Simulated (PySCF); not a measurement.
# F4Ta (Ta(F)4): the cost of one run

Computed with PySCF 2.14.0. Level: r2SCAN, Ta def2-SVP with ECP60, F def2-SVP; scalar-relativistic core potentials, no spin–orbit coupling.

3 further runs of the same task are left out: 2 for a known fault of the program, 1 that didn't finish. Runs told in other sessions of the task aren't counted.

**1. Starting geometry**

5 atoms, charge 0, spin multiplicity 2.

Bond lengths: Ta1–F2 1.789 Å, Ta1–F3 1.789 Å, Ta1–F4 1.789 Å, Ta1–F5 1.789 Å. Angles: F2–Ta1–F3 90.0°, F2–Ta1–F4 180.0°, F2–Ta1–F5 90.0°, F3–Ta1–F4 90.0°, F3–Ta1–F5 180.0°, F4–Ta1–F5 90.0°.

As a file:

```xyz
5

Ta    0.0000    0.0000    0.0000
F     1.7888    0.0000    0.0000
F     0.0000    1.7888    0.0000
F    -1.7888    0.0000    0.0000
F     0.0000   -1.7888    0.0000
```

Formal oxidation states: Ta +4.

**2. SCF at the start, doublet**

File run.py (the lines that set the calculation):

```python
mol = gto.M(atom='''
Ta     0.00000     0.00000     0.00000
F      1.78880     0.00000     0.00000
F      0.00000     1.78880     0.00000
F     -1.78880     0.00000     0.00000
F      0.00000    -1.78880     0.00000''',
    basis={'Ta': 'def2-SVP', 'F': 'def2-SVP'},
    ecp={'Ta': 'def2-SVP'},
    charge=0, spin=1)
mf = dft.UKS(mol, xc='R2SCAN')
mf.grids.atom_grid = (50, 194)
mf = mf.density_fit()  # fitting sets: Ta def2-universal-JKFIT, F def2-universal-JKFIT
mf.conv_tol = 1e-08; mf.max_cycle = 55
mf.kernel(dm0)  # dm0: free metal ions and neutral atoms
```

The run is started by

```bash
OMP_NUM_THREADS=2 python run.py
```

What time and memory should one allow on 2 threads of Arm Neoverse V1, shared host?

About 25 s, with a peak of 0.61 GiB.
